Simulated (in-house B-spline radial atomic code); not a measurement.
# Hg²⁺ in a hard spherical wall

What does confinement do to Hg²⁺? The free system is solved first, then the same system inside hard walls. More than one configuration is followed.

The numbers are computed with in-house B-spline radial atomic code version 1 (scalar-relativistic (spin-free one-electron X2C) Hartree-Fock, spin-polarised, average of configuration, Fermi nucleus, basis-set limit), except any that are marked as measured or tabulated.

## 1. The system

| Quantity | Value |
| --- | --- |
| element | mercury (Z = 80) |
| charge | +2 |
| electrons | 78 |
| configuration | [Xe] 4f14 5d10 |
| Hamiltonian | scalar-relativistic (X2C) |
| nucleus | Fermi, rms radius 5.465 fm |

Outer shells as boxes (Hund's rule):

[Xe] 4f14 5d10
```
[Xe] core
4f [↑↓][↑↓][↑↓][↑↓][↑↓][↑↓][↑↓]
5d [↑↓][↑↓][↑↓][↑↓][↑↓]
```

Where spins are not typed, each open shell is filled with up spins first.

The run's settings:

```ini
Z = 80
electrons = 78.0
configuration = [Xe] 4f14 5d10
hamiltonian = x2c
method = hf
spin_polarised = True
nucleus = fermi
rms_radius = 5.4648
mass_number = 202
atomic_mass = 201.970643604
speed_of_light = 137.035999084
```

The reference is known from an earlier run: -19619.199972 hartree in all. Up to eight levels, counted from the top:

```tsv
orbital	occupation	energy (eV)	<r> (bohr)
5s down	1	-157.49	0.9176
5s up	1	-157.49	0.9176
4f down	7	-138.27	0.4802
4f up	7	-138.27	0.4802
5p down	3	-101.93	1.047
5p up	3	-101.93	1.047
5d down	5	-35.225	1.426
5d up	5	-35.225	1.426
```

## 2. Wall at 8.41 bohr, configuration [Xe] 4f14 5d10

Settings: those of step 1 with these lines changed.

```diff
@@ -11 +11,2 @@
 speed_of_light = 137.035999084
+wall_radius = 8.41
```

From the run's result record (rounded, not every field):

```text
{
  "status": "converged",
  "iterations": 10,
  "energy [hartree]": {"total": -19619.1999709, "kinetic": 22642.0742048, "nuclear": -49479.3837188, "coulomb": 7590.27560183, "exact_exchange": -372.166058744},
  "orbitals [hartree, bohr; up spins, the down spins are equal]": [
    ["name", "occ", "eps", "<r>"],
    ["1s up", 1.0, -3071.4182, 0.015734],
    ["2s up", 1.0, -550.51819, 0.069005],
    ["2p up", 3.0, -476.88682, 0.062649],
    ["3s up", 1.0, -133.73541, 0.17976],
    ["3p up", 3.0, -112.0207, 0.18103],
    ["3d up", 5.0, -88.073896, 0.16504],
    ["4s up", 1.0, -31.326143, 0.39916],
    ["4p up", 3.0, -24.054542, 0.42353],
    ["4d up", 5.0, -15.045001, 0.44797],
    ["5s up", 1.0, -5.7877604, 0.91762],
    ["5p up", 3.0, -3.7459814, 1.0469],
    ["4f up", 7.0, -5.0812245, 0.48019],
    ["5d up", 5.0, -1.294478, 1.4263]
  ],
  "sum_r [bohr^k]": {"-1": 642.9674, "1": 40.56312, "2": 41.47498},
  "energy_minus_base [hartree]": 5.92692231e-07
}
```

It took 0.23 s on 1 thread, shared host.

energy_minus_base is the energy less that of the reference run.

## 3. Wall at 3.36 bohr, configuration [Xe] 4f14 5d10

Settings: those of step 2 with these lines changed.

```diff
@@ -11,2 +11,2 @@
 speed_of_light = 137.035999084
-wall_radius = 8.41
+wall_radius = 3.36
```

Main fields:

```text
{
  "status": "converged",
  "iterations": 9,
  "energy [hartree]": {"total": -19618.9908455, "kinetic": 22643.5395163, "nuclear": -49490.2864591, "coulomb": 7600.17137245, "exact_exchange": -372.415275189},
  "orbitals [hartree, bohr; up spins, the down spins are equal]": [
    ["name", "occ", "eps", "<r>"],
    ["1s up", 1.0, -3071.2805, 0.015734],
    ["2s up", 1.0, -550.37972, 0.069005],
    ["2p up", 3.0, -476.74835, 0.062649],
    ["3s up", 1.0, -133.60024, 0.17976],
    ["3p up", 3.0, -111.88554, 0.18103],
    ["3d up", 5.0, -87.938591, 0.16504],
    ["4s up", 1.0, -31.193941, 0.39917],
    ["4p up", 3.0, -23.922732, 0.42355],
    ["4d up", 5.0, -14.914253, 0.448],
    ["5s up", 1.0, -5.672889, 0.91961],
    ["5p up", 3.0, -3.6419257, 1.0498],
    ["4f up", 7.0, -4.9505186, 0.48052],
    ["5d up", 5.0, -1.1953266, 1.3744]
  ],
  "sum_r [bohr^k]": {"-1": 643.1035, "1": 40.07011, "2": 39.26504},
  "energy_minus_base [hartree]": 0.209125992
}
```

Run time: 0.19 s. Hardware: 1 thread, shared host.

## 4. Wall at 1.71 bohr, configuration [Xe] 4f14 5d10

Settings: those of step 3 with these lines changed.

```diff
@@ -11,2 +11,2 @@
 speed_of_light = 137.035999084
-wall_radius = 3.36
+wall_radius = 1.71
```

Main fields:

```text
{
  "status": "converged",
  "iterations": 9,
  "energy [hartree]": {"total": -19601.4994489, "kinetic": 22721.9161704, "nuclear": -49731.8964226, "coulomb": 7785.94564246, "exact_exchange": -377.464839135},
  "orbitals [hartree, bohr; up spins, the down spins are equal]": [
    ["name", "occ", "eps", "<r>"],
    ["1s up", 1.0, -3068.2592, 0.015734],
    ["2s up", 1.0, -547.44616, 0.069013],
    ["2p up", 3.0, -473.80557, 0.062659],
    ["3s up", 1.0, -130.88072, 0.17985],
    ["3p up", 3.0, -109.16649, 0.18114],
    ["3d up", 5.0, -85.194815, 0.16515],
    ["4s up", 1.0, -28.689449, 0.40002],
    ["4p up", 3.0, -21.441258, 0.42499],
    ["4d up", 5.0, -12.464401, 0.45109],
    ["5s up", 1.0, -3.8093775, 0.88852],
    ["5p up", 3.0, -1.6816216, 0.94764],
    ["4f up", 7.0, -2.5148252, 0.49217],
    ["5d up", 5.0, 1.3520604, 1.0103]
  ],
  "sum_r [bohr^k]": {"-1": 646.1217, "1": 35.96041, "2": 27.4345},
  "energy_minus_base [hartree]": 17.7005226
}
```

It took 0.18 s on 1 thread, shared host.

## 5. Wall at 8.41 bohr, configuration [Kr] 4d10 4f14 5s2 5p5 5d10 5f1

The run's settings:

```ini
Z = 80
electrons = 78.0
configuration = [Kr] 4d10 4f14 5s2 5p5 5d10 5f1
hamiltonian = x2c
method = hf
spin_polarised = True
nucleus = fermi
rms_radius = 5.4648
mass_number = 202
atomic_mass = 201.970643604
speed_of_light = 137.035999084
wall_radius = 8.41
```

Main fields:

```text
{
  "status": "converged",
  "iterations": 10,
  "energy [hartree]": {"total": -19615.8262756, "kinetic": 22638.2981818, "nuclear": -49439.1099704, "coulomb": 7555.77595388, "exact_exchange": -370.790440857},
  "orbitals [hartree, bohr; first row names the columns]": [
    ["name", "occ", "eps", "<r>"],
    ["1s up", 1.0, -3071.9206, 0.015734],
    ["1s down", 1.0, -3071.9095, 0.015734],
    ["2s up", 1.0, -550.99322, 0.069004],
    ["2s down", 1.0, -550.98551, 0.069004],
    ["2p up", 3.0, -477.3656, 0.062648],
    ["2p down", 3.0, -477.35228, 0.062649],
    ["3s up", 1.0, -134.19944, 0.17976],
    ["3s down", 1.0, -134.18911, 0.17976],
    ["3p up", 3.0, -112.48558, 0.18103],
    ["3p down", 3.0, -112.47086, 0.18104],
    ["3d up", 5.0, -88.539109, 0.16503],
    ["3d down", 5.0, -88.531329, 0.16504],
    ["4s up", 1.0, -31.791754, 0.39911],
    ["4s down", 1.0, -31.764454, 0.3992],
    ["4p up", 3.0, -24.519789, 0.42347],
    ["4p down", 3.0, -24.488421, 0.4239],
    ["4d up", 5.0, -15.51037, 0.44784],
    ["4d down", 5.0, -15.490234, 0.44749],
    ["4f up", 7.0, -5.5415174, 0.4797],
    ["4f down", 7.0, -5.5252824, 0.47851],
    ["5s up", 1.0, -6.2396943, 0.91187],
    ["5s down", 1.0, -6.0190001, 0.91153],
    ["5p up", 3.0, -4.1765114, 1.0334],
    ["5p down", 2.0, -4.0664325, 1.0371],
    ["5d up", 5.0, -1.6514797, 1.3529],
    ["5d down", 5.0, -1.5545974, 1.3817],
    ["5f up", 1.0, -0.26520631, 4.5084]
  ],
  "sum_r [bohr^k]": {"-1": 642.4648, "1": 43.34498, "2": 60.03681},
  "energy_minus_base [hartree]": 3.37369589
}
```

Run time: 0.28 s. Hardware: 1 thread, shared host.

## 6. Wall at 3.36 bohr, configuration [Kr] 4d10 4f14 5s2 5p5 5d10 5f1

Settings: those of step 5 with these lines changed.

```diff
@@ -11,2 +11,2 @@
 speed_of_light = 137.035999084
-wall_radius = 8.41
+wall_radius = 3.36
```

Main fields:

```text
{
  "status": "converged",
  "iterations": 10,
  "energy [hartree]": {"total": -19615.0364572, "kinetic": 22640.3822129, "nuclear": -49465.1266401, "coulomb": 7580.77201491, "exact_exchange": -371.064044881},
  "orbitals [hartree, bohr; first row names the columns]": [
    ["name", "occ", "eps", "<r>"],
    ["1s up", 1.0, -3071.5941, 0.015734],
    ["1s down", 1.0, -3071.5833, 0.015734],
    ["2s up", 1.0, -550.66295, 0.069004],
    ["2s down", 1.0, -550.65609, 0.069003],
    ["2p up", 3.0, -477.03559, 0.062648],
    ["2p down", 3.0, -477.02326, 0.062649],
    ["3s up", 1.0, -133.86723, 0.17976],
    ["3s down", 1.0, -133.85535, 0.17976],
    ["3p up", 3.0, -112.15364, 0.18103],
    ["3p down", 3.0, -112.13715, 0.18104],
    ["3d up", 5.0, -88.207644, 0.16504],
    ["3d down", 5.0, -88.198063, 0.16503],
    ["4s up", 1.0, -31.46217, 0.39914],
    ["4s down", 1.0, -31.434259, 0.39922],
    ["4p up", 3.0, -24.190767, 0.42349],
    ["4p down", 3.0, -24.15893, 0.42394],
    ["4d up", 5.0, -15.182219, 0.44788],
    ["4d down", 5.0, -15.161498, 0.44755],
    ["4f up", 7.0, -5.2159829, 0.47986],
    ["4f down", 7.0, -5.196197, 0.47877],
    ["5s up", 1.0, -5.9208152, 0.9144],
    ["5s down", 1.0, -5.6991828, 0.91281],
    ["5p up", 3.0, -3.870097, 1.0389],
    ["5p down", 2.0, -3.7527897, 1.0399],
    ["5d up", 5.0, -1.3758495, 1.3424],
    ["5d down", 5.0, -1.2508195, 1.3571],
    ["5f up", 1.0, 0.3866047, 1.9489]
  ],
  "sum_r [bohr^k]": {"-1": 642.7899, "1": 40.63947, "2": 41.18191},
  "energy_minus_base [hartree]": 4.16351436
}
```

It took 0.25 s on 1 thread, shared host.

## 7. Wall at 1.71 bohr, configuration [Kr] 4d10 4f14 5s2 5p5 5d10 5f1

Settings: those of step 6 with these lines changed.

```diff
@@ -11,2 +11,2 @@
 speed_of_light = 137.035999084
-wall_radius = 3.36
+wall_radius = 1.71
```

Main fields:

```text
{
  "status": "converged",
  "iterations": 10,
  "energy [hartree]": {"total": -19595.2725274, "kinetic": 22721.2964189, "nuclear": -49721.9345244, "coulomb": 7781.4202556, "exact_exchange": -376.054677541},
  "orbitals [hartree, bohr; first row names the columns]": [
    ["name", "occ", "eps", "<r>"],
    ["1s up", 1.0, -3068.3784, 0.015734],
    ["1s down", 1.0, -3068.3663, 0.015734],
    ["2s up", 1.0, -547.5137, 0.069011],
    ["2s down", 1.0, -547.50605, 0.069011],
    ["2p up", 3.0, -473.87937, 0.062656],
    ["2p down", 3.0, -473.86558, 0.062657],
    ["3s up", 1.0, -130.91869, 0.17985],
    ["3s down", 1.0, -130.89093, 0.17984],
    ["3p up", 3.0, -109.20784, 0.18115],
    ["3p down", 3.0, -109.17289, 0.18115],
    ["3d up", 5.0, -85.239746, 0.16516],
    ["3d down", 5.0, -85.211791, 0.16514],
    ["4s up", 1.0, -28.750354, 0.4001],
    ["4s down", 1.0, -28.706608, 0.40026],
    ["4p up", 3.0, -21.505205, 0.42511],
    ["4p down", 3.0, -21.458016, 0.42575],
    ["4d up", 5.0, -12.532338, 0.4513],
    ["4d down", 5.0, -12.497062, 0.45095],
    ["4f up", 7.0, -2.59356, 0.49287],
    ["4f down", 7.0, -2.5455134, 0.49145],
    ["5s up", 1.0, -3.9086367, 0.88845],
    ["5s down", 1.0, -3.6364293, 0.88653],
    ["5p up", 3.0, -1.7851993, 0.94724],
    ["5p down", 2.0, -1.6201155, 0.94609],
    ["5d up", 5.0, 1.2363631, 1.0094],
    ["5d down", 5.0, 1.4359234, 1.0106],
    ["5f up", 1.0, 4.5484475, 1.0348]
  ],
  "sum_r [bohr^k]": {"-1": 645.9977, "1": 36.04175, "2": 27.62987},
  "energy_minus_base [hartree]": 23.9274441
}
```

Wall time 0.23 s (1 thread, shared host).

## 8. Wall at 8.41 bohr, configuration [Xe] 4f14 5d9 5f1

The run's settings:

```ini
Z = 80
electrons = 78.0
configuration = [Xe] 4f14 5d9 5f1
hamiltonian = x2c
method = hf
spin_polarised = True
nucleus = fermi
rms_radius = 5.4648
mass_number = 202
atomic_mass = 201.970643604
speed_of_light = 137.035999084
wall_radius = 8.41
```

Main fields:

```text
{
  "status": "converged",
  "iterations": 10,
  "energy [hartree]": {"total": -19618.2270807, "kinetic": 22641.3414007, "nuclear": -49452.7985979, "coulomb": 7564.566537, "exact_exchange": -371.336420425},
  "orbitals [hartree, bohr; first row names the columns]": [
    ["name", "occ", "eps", "<r>"],
    ["1s up", 1.0, -3071.7524, 0.015734],
    ["1s down", 1.0, -3071.7528, 0.015734],
    ["2s up", 1.0, -550.85811, 0.069005],
    ["2s down", 1.0, -550.8518, 0.069004],
    ["2p up", 3.0, -477.22679, 0.062649],
    ["2p down", 3.0, -477.22016, 0.062649],
    ["3s up", 1.0, -134.07072, 0.17976],
    ["3s down", 1.0, -134.06879, 0.17975],
    ["3p up", 3.0, -112.35624, 0.18103],
    ["3p down", 3.0, -112.35387, 0.18103],
    ["3d up", 5.0, -88.411137, 0.16504],
    ["3d down", 5.0, -88.405182, 0.16504],
    ["4s up", 1.0, -31.662571, 0.39914],
    ["4s down", 1.0, -31.654823, 0.39916],
    ["4p up", 3.0, -24.390807, 0.4235],
    ["4p down", 3.0, -24.382824, 0.42353],
    ["4d up", 5.0, -15.382126, 0.44793],
    ["4d down", 5.0, -15.369815, 0.44827],
    ["5s up", 1.0, -6.1331337, 0.91572],
    ["5s down", 1.0, -6.0735837, 0.91305],
    ["5p up", 3.0, -4.0859129, 1.0406],
    ["5p down", 3.0, -4.0003642, 1.0378],
    ["4f up", 7.0, -5.4163451, 0.48021],
    ["4f down", 7.0, -5.4085189, 0.47948],
    ["5d up", 5.0, -1.5968118, 1.3757],
    ["5d down", 4.0, -1.5506578, 1.3797],
    ["5f up", 1.0, -0.26532184, 4.511]
  ],
  "sum_r [bohr^k]": {"-1": 642.6353, "1": 43.15222, "2": 59.5004},
  "energy_minus_base [hartree]": 0.972890856
}
```

Wall time 0.28 s (1 thread, shared host).

## 9. Wall at 3.36 bohr, configuration [Xe] 4f14 5d9 5f1

Settings: those of step 8 with these lines changed.

```diff
@@ -11,2 +11,2 @@
 speed_of_light = 137.035999084
-wall_radius = 8.41
+wall_radius = 3.36
```

Main fields:

```text
{
  "status": "converged",
  "iterations": 10,
  "energy [hartree]": {"total": -19617.4323572, "kinetic": 22643.3937408, "nuclear": -49478.5580136, "coulomb": 7589.33879636, "exact_exchange": -371.606880837},
  "orbitals [hartree, bohr; first row names the columns]": [
    ["name", "occ", "eps", "<r>"],
    ["1s up", 1.0, -3071.429, 0.015734],
    ["1s down", 1.0, -3071.4297, 0.015734],
    ["2s up", 1.0, -550.53102, 0.069005],
    ["2s down", 1.0, -550.52535, 0.069004],
    ["2p up", 3.0, -476.89999, 0.062649],
    ["2p down", 3.0, -476.89409, 0.062649],
    ["3s up", 1.0, -133.74173, 0.17976],
    ["3s down", 1.0, -133.73822, 0.17975],
    ["3p up", 3.0, -112.02753, 0.18103],
    ["3p down", 3.0, -112.02335, 0.18102],
    ["3d up", 5.0, -88.08293, 0.16504],
    ["3d down", 5.0, -88.075073, 0.16504],
    ["4s up", 1.0, -31.336262, 0.39916],
    ["4s down", 1.0, -31.327618, 0.39919],
    ["4p up", 3.0, -24.065054, 0.42353],
    ["4p down", 3.0, -24.056282, 0.42356],
    ["4d up", 5.0, -15.057311, 0.44796],
    ["4d down", 5.0, -15.044046, 0.44832],
    ["5s up", 1.0, -5.8180973, 0.91833],
    ["5s down", 1.0, -5.7555251, 0.9143],
    ["5p up", 3.0, -3.7837819, 1.0463],
    ["5p down", 3.0, -3.6883671, 1.0405],
    ["4f up", 7.0, -5.0939856, 0.48038],
    ["4f down", 7.0, -5.0824681, 0.47972],
    ["5d up", 5.0, -1.3245967, 1.3599],
    ["5d down", 4.0, -1.2487017, 1.355],
    ["5f up", 1.0, 0.39717046, 1.9603]
  ],
  "sum_r [bohr^k]": {"-1": 642.9572, "1": 40.45652, "2": 40.68146},
  "energy_minus_base [hartree]": 1.76761431
}
```

It took 0.25 s on 1 thread, shared host.

## 10. Wall at 1.71 bohr, configuration [Xe] 4f14 5d9 5f1

Settings: those of step 9 with these lines changed.

```diff
@@ -11,2 +11,2 @@
 speed_of_light = 137.035999084
-wall_radius = 3.36
+wall_radius = 1.71
```

Main fields:

```text
{
  "status": "converged",
  "iterations": 9,
  "energy [hartree]": {"total": -19598.2833787, "kinetic": 22722.4384664, "nuclear": -49728.7393554, "coulomb": 7784.51220988, "exact_exchange": -376.494699582},
  "orbitals [hartree, bohr; first row names the columns]": [
    ["name", "occ", "eps", "<r>"],
    ["1s up", 1.0, -3068.299, 0.015734],
    ["1s down", 1.0, -3068.2995, 0.015734],
    ["2s up", 1.0, -547.47559, 0.069012],
    ["2s down", 1.0, -547.46258, 0.069011],
    ["2p up", 3.0, -473.83739, 0.062657],
    ["2p down", 3.0, -473.82382, 0.062656],
    ["3s up", 1.0, -130.87803, 0.17985],
    ["3s down", 1.0, -130.85694, 0.17983],
    ["3p up", 3.0, -109.1667, 0.18115],
    ["3p down", 3.0, -109.14244, 0.18112],
    ["3d up", 5.0, -85.202284, 0.16516],
    ["3d down", 5.0, -85.169801, 0.16515],
    ["4s up", 1.0, -28.704264, 0.40008],
    ["4s down", 1.0, -28.673503, 0.4002],
    ["4p up", 3.0, -21.458384, 0.42508],
    ["4p down", 3.0, -21.428529, 0.42521],
    ["4d up", 5.0, -12.485994, 0.45127],
    ["4d down", 5.0, -12.446672, 0.45235],
    ["5s up", 1.0, -3.8748228, 0.88949],
    ["5s down", 1.0, -3.7380741, 0.88664],
    ["5p up", 3.0, -1.756842, 0.94833],
    ["5p down", 3.0, -1.5806434, 0.94632],
    ["4f up", 7.0, -2.5482316, 0.49308],
    ["4f down", 7.0, -2.5019868, 0.49184],
    ["5d up", 5.0, 1.2585475, 1.0104],
    ["5d down", 4.0, 1.3991406, 1.0088],
    ["5f up", 1.0, 4.5666568, 1.0356]
  ],
  "sum_r [bohr^k]": {"-1": 646.0824, "1": 35.99008, "2": 27.51734},
  "energy_minus_base [hartree]": 20.9165928
}
```

Run time: 0.21 s. Hardware: 1 thread, shared host.

## 11. Results against the radius

| configuration | radius (bohr) | energy above the free system (eV) | highest level (eV) |
| --- | --- | --- | --- |
| [Xe] 4f14 5d10 | 8.41 | below noise | -35.225 (5d up) |
| [Xe] 4f14 5d10 | 3.36 | 5.691 | -32.526 (5d up) |
| [Xe] 4f14 5d10 | 1.71 | 481.66 | 36.791 (5d up) |
| [Kr] 4d10 4f14 5s2 5p5 5d10 5f1 | 8.41 | 91.803 | -7.217 (5f up) |
| [Kr] 4d10 4f14 5s2 5p5 5d10 5f1 | 3.36 | 113.29 | 10.520 (5f up) |
| [Kr] 4d10 4f14 5s2 5p5 5d10 5f1 | 1.71 | 651.10 | 123.77 (5f up) |
| [Xe] 4f14 5d9 5f1 | 8.41 | 26.474 | -7.220 (5f up) |
| [Xe] 4f14 5d9 5f1 | 3.36 | 48.099 | 10.808 (5f up) |
| [Xe] 4f14 5d9 5f1 | 1.71 | 569.17 | 124.27 (5f up) |

What this shows: For [Xe] 4f14 5d10 the energy above the free reference is below noise at 8.41 bohr and 481.66 eV at 1.71 bohr. Its highest level passes zero between 3.36 and 1.71 bohr; in smaller spheres the level is positive, pushed up by confinement, and the wall keeps the electron in. Of [Xe] 4f14 5d10 and [Kr] 4d10 4f14 5s2 5p5 5d10 5f1, the first stays lower at every radius that both share. At 1.71 bohr the lowest of all 3 is [Xe] 4f14 5d10. A hard wall is a crude model of an atom's surroundings.
